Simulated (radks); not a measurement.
**Fractional charge and spin in the 3p shell of sulfur**

Aim: the energy as the spin-up occupation of 3p runs from 2 to 3 and the spin-down one from 0 to 1, against the two flat planes that join the four corners. Added charge counts from the emptiest corner (up 2, down 0).

Method: non-relativistic Kohn-Sham, PBE, spin-polarised, spherical densities, point nucleus. Code: radks (a radial shooting solver on a logarithmic mesh, Libxc functionals) version 1.

**1. What is computed**

- element: sulfur (Z = 16)
- configuration: [Ne] 3s2 3p(up 3, down 1)

A shell typed twice in an input gives spin up, then spin down.

**2. 3p: up 3, down 1**

The run's settings:

```text
Z 16
configuration [Ne] 3s2 3p3 3p1
relativity non-relativistic
functional pbe,pbe
spin polarised
nucleus point
```

**3. 3p: up 2.5, down 1**

The run's settings:

```text
Z 16
configuration [Ne] 3s2 3p2.5 3p1
relativity non-relativistic
functional pbe,pbe
spin polarised
nucleus point
```

**4. 3p: up 3, down 0.5**

The run's settings:

```text
Z 16
configuration [Ne] 3s2 3p3 3p0.5
relativity non-relativistic
functional pbe,pbe
spin polarised
nucleus point
```

**5. 3p: up 2, down 1**

The run's settings:

```text
Z 16
configuration [Ne] 3s2 3p2 3p1
relativity non-relativistic
functional pbe,pbe
spin polarised
nucleus point
```

**6. 3p: up 3, down 0**

The run's settings:

```text
Z 16
configuration [Ne] 3s2 3p3 3p0
relativity non-relativistic
functional pbe,pbe
spin polarised
nucleus point
```

**7. 3p: up 2.5, down 0.5**

The run's settings:

```text
Z 16
configuration [Ne] 3s2 3p2.5 3p0.5
relativity non-relativistic
functional pbe,pbe
spin polarised
nucleus point
```

**8. 3p: up 2, down 0.5**

The run's settings:

```text
Z 16
configuration [Ne] 3s2 3p2 3p0.5
relativity non-relativistic
functional pbe,pbe
spin polarised
nucleus point
```

**9. 3p: up 2.5, down 0**

The run's settings:

```text
Z 16
configuration [Ne] 3s2 3p2.5 3p0
relativity non-relativistic
functional pbe,pbe
spin polarised
nucleus point
```

**10. 3p: up 2, down 0**

The run's settings:

```text
Z 16
configuration [Ne] 3s2 3p2 3p0
relativity non-relativistic
functional pbe,pbe
spin polarised
nucleus point
```

**Question.** What will these runs give? Wanted: for each run, down \ up; 2; 2.5; 3.

**Answer**, as computed:

```csv
down \ up,2,2.5,3
0,0.000,-1.387,0.000
0.5,-1.269,0.277,-1.086
1,0.000,-1.198,0.000
```

**Reading.** The table gives the energy in eV minus the planes, whose edge runs along up + down = one added electron. With half an added electron in each spin it lies 0.28 eV above the planes. With half an electron added in spin up alone it lies 1.39 eV below them. The planes are only a guide here: the condition holds for ground states with one frontier orbital, and this shell is degenerate.
